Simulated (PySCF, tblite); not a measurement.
**C5H11N2Si radical: geometry, infrared bands and EPR parameters**

Aim: predict the infrared bands and EPR parameters of C5H11N2Si radical (`CC#C[CH][Si](C)(N)N`).

Programs: tblite 0.8.0 and PySCF 2.14.0, with density-fitted response routines of our own. Each step states its level of theory. These are calculated values for one molecule in the gas phase, unless marked as measured. Atoms are numbered from 0 throughout.

## (1) The starting structure

19 atoms, charge 0, multiplicity 2; geometry from: force field or distance geometry start.

Bonds of the start (Å): C0–C1 1.47, C1–C2 1.20, C2–C3 1.41, C3–Si4 1.79, Si4–C5 1.83, Si4–N6 1.70, Si4–N7 1.68, C0–H8 1.09, C0–H9 1.09, C0–H10 1.09, C3–H11 1.09, C5–H12 1.09, C5–H13 1.10, C5–H14 1.10, N6–H15 1.01, N6–H16 1.02, N7–H17 1.02, N7–H18 1.02.

## (2) Relaxing the molecule with GFN2-xTB

Job settings and geometry (Å):

```
{"job": {"kind": "relax", "xc": "GFN2-xTB", "basis": "xTB"}, "charge": 0, "multiplicity": 2}
C      3.721300     0.944400    -0.391100
C      2.489500     0.194000    -0.115200
C      1.505300    -0.438500     0.132400
C      0.327100    -1.173800     0.400300
Si    -1.296100    -0.446400     0.227100
C     -1.539000     1.172400     1.044900
N     -1.727900    -0.395600    -1.413300
N     -2.482400    -1.554400     0.643200
H      3.534400     2.019700    -0.308300
H      4.503700     0.683400     0.318300
H      4.069600     0.737400    -1.404000
H      0.400400    -2.214100     0.732900
H     -0.849100     1.931000     0.670000
H     -1.359900     1.099400     2.124000
H     -2.552900     1.564600     0.905500
H     -0.973000     0.024900    -1.927600
H     -1.774300    -1.360500    -1.725800
H     -3.355600    -1.247200     0.208300
H     -2.650900    -1.531400     1.647600
```

Started as:

```
$ OMP_NUM_THREADS=1 python probes_run.py task.json out
```

This one command runs all jobs of the session in turn.

The log of the run:

```text
step      E/eV     max force
  0    -646.46604    3.931
  1    -646.53589    6.408
  2    -646.80523    1.149
  3    -646.86243    0.627
  4    -646.94916    0.872
  5    -647.01967    0.582
  6    -647.05727    0.445
  7    -647.08524    0.275
  8    -647.09824    0.263
  9    -647.10464    0.198
 10    -647.10941    0.163
 11    -647.11478    0.191
 12    -647.12002    0.204
 13    -647.12523    0.202
 14    -647.13093    0.170
 15    -647.13773    0.184
 16    -647.14541    0.243
 17    -647.15346    0.221
 18    -647.16143    0.213
 19    -647.16913    0.177
 20    -647.17605    0.170
 21    -647.18129    0.164
 22    -647.18494    0.134
 23    -647.18770    0.119
 24    -647.18989    0.098
 25    -647.19171    0.089
 26    -647.19330    0.096
 27    -647.19475    0.096
 28    -647.19593    0.069
 29    -647.19673    0.071
 30    -647.19727    0.058
 31    -647.19790    0.074
 32    -647.19889    0.080
 33    -647.20013    0.081
 34    -647.20118    0.067
 35    -647.20182    0.046
 36    -647.20225    0.048
 37    -647.20270    0.053
 38    -647.20330    0.061
 39    -647.20396    0.064
 40    -647.20447    0.049
 41    -647.20483    0.045
 42    -647.20519    0.045
 43    -647.20558    0.054
 44    -647.20595    0.050
 45    -647.20625    0.040
 46    -647.20654    0.050
 47    -647.20690    0.050
 48    -647.20737    0.056
 49    -647.20785    0.047
 50    -647.20824    0.044
 51    -647.20855    0.037
 52    -647.20880    0.038
 53    -647.20905    0.049
 54    -647.20930    0.041
 55    -647.20954    0.029
 56    -647.20964    0.024
 57    -647.20976    0.031
 58    -647.20993    0.042
 59    -647.21018    0.042
 60    -647.21040    0.028
 61    -647.21059    0.029
 62    -647.21076    0.028
 63    -647.21094    0.036
 64    -647.21113    0.033
 65    -647.21130    0.034
 66    -647.21144    0.036
 67    -647.21158    0.037
 68    -647.21170    0.028
 69    -647.21184    0.022
 70    -647.21195    0.019
 71    -647.21202    0.013
 72    -647.21205    0.013
 73    -647.21208    0.012
 74    -647.21211    0.014
 75    -647.21215    0.014
 76    -647.21219    0.013
 77    -647.21222    0.017
 78    -647.21226    0.020
 79    -647.21232    0.025
 80    -647.21242    0.028
 81    -647.21253    0.022
 82    -647.21262    0.018
 83    -647.21269    0.019
 84    -647.21276    0.017
 85    -647.21282    0.018
 86    -647.21286    0.011
 87    -647.21288    0.011
 88    -647.21290    0.010
```

It took 1.1 s on 1 thread of Arm Neoverse N1, shared host; peak memory 0.18 GiB.

Relaxation path: (not every step is listed)

```tsv
step	energy from step 0 (eV)	largest force (eV/Å)
0	0.0000	3.9311
1	-0.0698	6.4085
2	-0.3392	1.1492
3	-0.3964	0.6273
4	-0.4831	0.8722
5	-0.5536	0.5820
6	-0.5912	0.4452
7	-0.6192	0.2753
8	-0.6322	0.2633
15	-0.6717	0.1835
22	-0.7189	0.1339
29	-0.7307	0.0707
36	-0.7362	0.0482
43	-0.7395	0.0537
50	-0.7422	0.0440
57	-0.7437	0.0305
64	-0.7451	0.0326
71	-0.7460	0.0133
78	-0.7462	0.0205
83	-0.7466	0.0191
84	-0.7467	0.0173
85	-0.7468	0.0180
86	-0.7468	0.0114
87	-0.7468	0.0106
88	-0.7469	0.0098
```

Distances of close pairs at the start and the end, largest changes first:

```tsv
bond	before (Å)	after (Å)	change (Å)
C3–Si4	1.787	1.876	+0.089
Si4–C5	1.830	1.906	+0.076
Si4–N7	1.676	1.733	+0.057
C2–C3	1.414	1.358	-0.056
Si4–N6	1.697	1.737	+0.040
C0–C1	1.469	1.443	-0.025
C1–C2	1.196	1.220	+0.025
N7–H17	1.023	1.007	-0.016
```

The final coordinates are the input of the step that follows.

## (3) Infrared spectrum with GFN2-xTB

Job settings and geometry (Å):

```
{"job": {"kind": "ir", "xc": "GFN2-xTB", "basis": "xTB"}, "charge": 0, "multiplicity": 2}
C      3.694547     0.898782    -0.332352
C      2.503414     0.147086    -0.018264
C      1.509016    -0.507745     0.249520
C      0.358992    -1.177930     0.520684
Si    -1.342892    -0.468333     0.173456
C     -1.481642     1.282563     0.914263
N     -1.803931    -0.288381    -1.491986
N     -2.434219    -1.684606     0.749923
H      3.496434     1.969943    -0.267547
H      4.502461     0.644101     0.355483
H      4.023796     0.669837    -1.348639
H      0.455938    -2.177185     0.920263
H     -0.692201     1.927673     0.542163
H     -1.398642     1.261637     1.996712
H     -2.432921     1.741475     0.663402
H     -1.343745     0.435242    -2.020020
H     -1.851395    -1.128039    -2.047260
H     -3.402126    -1.584422     0.491042
H     -2.370687    -1.952448     1.718232
```

The log of the run:

```text
mode    cm-1     km/mol
  1     -21.2      0.17
  2      19.7      0.01
  3      63.1      0.26
  4      97.1      0.07
  5     146.9      1.86
  6     156.8      3.98
  7     191.7      4.39
  8     192.6     11.05
  9     197.0      9.81
 10     212.1      8.87
 11     221.0      4.31
 12     237.3     10.53
 13     252.3      8.38
 14     341.5      0.22
 15     389.8     15.72
 16     483.0     47.25
 17     567.9    221.14
 18     586.2    212.61
 19     647.2      2.44
 20     731.9     58.52
 21     791.1      3.26
 22     798.6      9.12
 23     809.1      8.75
 24     825.0    147.03
 25     869.0     94.86
 26     907.7    249.76
 27     925.4    242.24
 28    1003.8     12.91
 29    1026.9      9.95
 30    1154.0     13.43
 31    1352.8     78.97
 32    1376.6      9.67
 33    1397.8     35.71
 34    1452.6      4.86
 35    1453.5      5.69
 36    1494.7      0.26
 37    1500.9      1.86
 38    1523.4     59.35
 39    1528.8     28.98
 40    2219.9     13.02
 41    2960.3     26.12
 42    2979.7     28.26
 43    2987.9     47.24
 44    3041.9     25.57
 45    3043.1     50.74
 46    3044.8     40.08
 47    3050.2     31.42
 48    3473.4      1.44
 49    3482.1      0.89
 50    3509.6      3.93
 51    3516.8      3.31
```

It took 1.2 s on 1 thread of Arm Neoverse N1, shared host; peak memory 0.18 GiB.

Which atoms move in the most intense modes:

```tsv
cm⁻¹	km/mol	atoms
568	221.1	H17 39 %, H18 36 %, N7 23 %
586	212.6	H16 39 %, H15 34 %, N6 24 %
825	147.0	H16 21 %, H14 18 %
869	94.9	C0 22 %, C3 19 %, Si4 13 %
908	249.8	Si4 31 %, N7 12 %, H17 11 %
925	242.2	Si4 41 %, N7 17 %, N6 11 %
1353	79.0	C3 34 %, C1 16 %, C2 14 %, H10 12 %
1523	59.4	H15 35 %, H16 34 %
```

## (4) EPR parameters: B3LYP/pcH-1

The job, as its differences from that of step 3:

```diff
@@ -1,2 +1,2 @@
-{"job": {"kind": "ir", "xc": "GFN2-xTB", "basis": "xTB"}, "charge": 0, "multiplicity": 2}
+{"job": {"kind": "epr", "basis": "pcH-1"}, "charge": 0, "multiplicity": 2}
 C      3.694547     0.898782    -0.332352
```

Level: UKS B3LYP, pcH-1 on C H N Si, non-relativistic, mean-field spin-orbit, GIAO.

The log of the run:

```text
UKS, coarse grid
  cycle   1  E = -596.04216640  |g| = 5.56e-01
  cycle   2  E = -595.95476930  |g| = 7.17e-01
  cycle   3  E = -596.17724417  |g| = 9.88e-02
  cycle   4  E = -596.18062499  |g| = 5.44e-02
  cycle   5  E = -596.18188980  |g| = 2.54e-02
  cycle   6  E = -596.18223547  |g| = 5.35e-03
  cycle   7  E = -596.18226407  |g| = 2.65e-03
  cycle   8  E = -596.18227171  |g| = 1.34e-03
  cycle   9  E = -596.18227385  |g| = 4.34e-04
UKS, final grid
  cycle   1  E = -596.18223040  |g| = 5.26e-04
  cycle   2  E = -596.18223031  |g| = 8.18e-04
  cycle   3  E = -596.18223060  |g| = 1.34e-04
  cycle   4  E = -596.18223061  |g| = 1.22e-04
  cycle   5  E = -596.18223064  |g| = 4.15e-05
  cycle   6  E = -596.18223064  |g| = 8.56e-06
E = -596.18223064 Eh   <S^2> = 0.7660 (exact 0.7500)
g shifts (ppm)      1          2          3
  rmc          -139       -139       -139
  gc             -3         31         30
  oz_so          67        640       1104
  total         -74        532        995
hyperfine (MHz)  atom isotope    a_iso     a_fc   dipolar eigenvalues
    0   13C     -18.76     -18.76     -1.18      0.56      0.62
    1   13C      41.98      42.02    -43.21    -33.60     76.81
    2   13C     -58.87     -58.90    -17.92     -2.09     20.01
    3   13C      56.91      56.98    -55.75    -54.79    110.53
    4  29Si      32.19      32.22     -1.43     -1.09      2.52
    5   13C       4.50       4.50     -1.00     -0.87      1.87
    6   14N       2.07       2.07     -1.55     -1.52      3.08
    7   14N      -0.84      -0.84     -0.35      0.00      0.35
    8    1H      20.66      20.66     -2.61     -2.35      4.96
    9    1H      27.18      27.18     -2.62     -2.35      4.97
   10    1H      79.13      79.13     -3.17     -1.95      5.13
   11    1H     -47.47     -47.48    -26.11     -0.41     26.52
   12    1H      -0.53      -0.53     -1.81     -0.71      2.52
   13    1H       0.70       0.70     -1.69     -1.25      2.94
   14    1H       5.35       5.35     -1.09     -0.68      1.77
   15    1H      -1.84      -1.84     -2.88     -0.16      3.03
   16    1H      -1.78      -1.78     -2.93     -0.60      3.53
   17    1H      -1.12      -1.12     -1.11     -0.98      2.09
   18    1H       1.26       1.26     -1.89     -1.27      3.15
```

It took 3.5 min on 1 thread of Arm Neoverse N1, shared host; peak memory 1.1 GiB.

Principal g values 2.00225, 2.00285, 2.00331; g(iso) = 2.00280, against 2.00232 for a free electron.

Mean a(iso) over the nuclei that a row names, and the largest dipolar term of the row (other rows stand at the frozen geometry):

```tsv
nuclei	isotope	a(iso) (MHz)	a(iso) (G, at g = 2.0023)	largest dipolar term (MHz)
C2	13C	-58.9	-21.0	20.0
C3	13C	56.9	20.3	110.5
H11	1H	-47.5	-16.9	26.5
H8, H9, H10	1H	42.3	15.1	5.1
C1	13C	42.0	15.0	76.8
Si4	29Si	32.2	11.5	2.5
C0	13C	-18.8	-6.7	-1.2
C5	13C	4.5	1.6	1.9
H12, H13, H14	1H	1.8	0.7	2.9
H15, H16, H17, H18	1H	-0.9	-0.3	3.5
N6, N7	14N	0.6	0.2	3.1
```

Mulliken spin populations:

C0 -0.04; C1 0.50; C2 -0.24; C3 0.74; Si4 -0.01; C5 0.00; N6 0.02; N7 0.00; H8 0.01; H9 0.01; H10 0.03; H11 -0.03; H12 0.00; H13 0.00; H14 0.00; H15 0.00; H16 0.00; H17 0.00; H18 0.00

In first order the couplings over 0.8 MHz of 1H give 160 distinct lines over 65.5 G, if the averaged nuclei exchange fast.

Orbitals, density, ELF and potential are computed afterwards from the orbital file.

ELF in a plane through or near 9 of the atoms.

Values, 10 rows by 14 columns:
```
0.00 0.00 0.00 0.00 0.00 0.00 0.00 0.00 0.00 0.00 0.00 0.00 0.00 0.00
0.00 0.00 0.00 0.00 0.00 0.00 0.00 0.02 0.04 0.08 0.00 0.00 0.00 0.00
0.00 0.00 0.00 0.01 0.00 0.00 0.68 0.90 0.57 0.99 0.10 0.00 0.00 0.00
0.00 0.00 0.46 0.99 0.09 0.00 0.64 0.99 0.30 0.94 0.05 0.00 0.00 0.00
0.00 0.00 0.27 0.97 0.18 0.53 0.02 0.34 0.96 0.28 0.03 0.00 0.00 0.00
0.00 0.03 0.86 0.27 0.61 0.85 0.55 0.77 0.72 0.79 0.83 0.80 0.00 0.00
0.00 0.01 0.51 0.22 0.65 0.82 0.90 0.41 0.30 0.84 0.84 0.66 0.00 0.00
0.00 0.00 0.00 0.00 0.25 0.35 0.25 0.85 0.03 0.79 0.56 0.02 0.00 0.00
0.00 0.00 0.00 0.00 0.00 0.00 0.04 0.28 0.01 0.01 0.01 0.00 0.00 0.00
0.00 0.00 0.00 0.00 0.00 0.00 0.00 0.00 0.00 0.00 0.00 0.00 0.00 0.00
```
The map spans 14.2 Å across and 9.8 Å up, centred on the molecule. Atoms in the plane (x, y in Å): C0 (-3.8, 0.0), C1 (-2.5, -0.4), C2 (-1.3, -0.8), Si4 (1.4, -0.1), N7 (2.8, -1.0), H8 (-3.9, 1.1), H12 (0.3, 2.1), H14 (2.0, 2.3), H17 (3.7, -0.7).

log10 of the density (e/Å³) in the same plane.

Values, 10 rows by 14 columns:
```
-4.0 -4.0 -4.0 -4.0 -4.0 -4.0 -4.0 -4.0 -4.0 -4.0 -4.0 -4.0 -4.0 -4.0
-4.0 -4.0 -4.0 -4.0 -4.0 -4.0 -3.3 -2.6 -2.4 -2.5 -3.6 -4.0 -4.0 -4.0
-4.0 -4.0 -3.4 -3.0 -3.5 -3.7 -1.9 -0.9 -0.8 -0.8 -2.6 -4.0 -4.0 -4.0
-4.0 -3.7 -1.9 -1.1 -1.9 -2.6 -1.4  0.2  0.4 -0.4 -2.3 -3.9 -4.0 -4.0
-4.0 -2.9 -1.1  0.1 -0.8 -1.2 -1.6 -0.8  0.0 -0.9 -1.9 -2.9 -4.0 -4.0
-4.0 -2.5 -0.5  0.4  0.3  0.2 -0.3 -0.3  1.2 -0.1 -0.3 -1.5 -3.5 -4.0
-4.0 -2.9 -1.3 -1.0 -0.4  0.1  0.2  0.3 -0.6  0.3  0.1 -1.4 -3.4 -4.0
-4.0 -4.0 -2.9 -2.5 -1.8 -1.4 -1.0 -0.5 -1.5 -1.0 -1.2 -2.4 -4.0 -4.0
-4.0 -4.0 -4.0 -4.0 -3.4 -3.0 -2.3 -2.0 -2.7 -2.8 -3.0 -4.0 -4.0 -4.0
-4.0 -4.0 -4.0 -4.0 -4.0 -4.0 -4.0 -3.8 -4.0 -4.0 -4.0 -4.0 -4.0 -4.0
```
The map spans 14.2 Å across and 9.8 Å up, centred on the molecule. Atoms in the plane (x, y in Å): C0 (-3.8, 0.0), C1 (-2.5, -0.4), C2 (-1.3, -0.8), Si4 (1.4, -0.1), N7 (2.8, -1.0), H8 (-3.9, 1.1), H12 (0.3, 2.1), H14 (2.0, 2.3), H17 (3.7, -0.7).

On the surface of density 0.002 e/bohr³ the electrostatic potential runs, from the 1st to the 99th percentile, from -1.46 V near N7 to 1.33 V near H18.

The spin density lies nearest to C3 42 %; C1 31 %; C2 10 % (beta excess).

## (5) Summary of results

| quantity | value |
| --- | --- |
| strongest single infrared mode (GFN2-xTB) | 908 cm⁻¹, 250 km/mol |
| zero-point energy (GFN2-xTB) | 93.3 kcal/mol |
| g(iso) (B3LYP) | 2.00280 |
| ⟨S²⟩ | 0.766 (exact 0.75) |
| largest a(iso) (averaged by class) | 13C on C2, -58.9 MHz |
| surface potential, 1st and 99th percentile | -1.46 V and 1.33 V |

Over 88 steps the energy fell by 0.747 eV; of the close pairs, C3–Si4 changed most, 1.787 to 1.876 Å. The lowest mode is imaginary (21i cm⁻¹), so the xTB geometry is not a minimum. The strongest single mode, at 908 cm⁻¹, has its largest shares on Si4, N7 and H17 (the list is cut at 3 atoms). Unscaled tight-binding wavenumbers are off by several per cent, some by more. Its intensities can rank the bands wrongly. The largest share of the spin, 0.74 e, sits on C3. The isotropic g lies 0.5 ppt above the free-electron value.
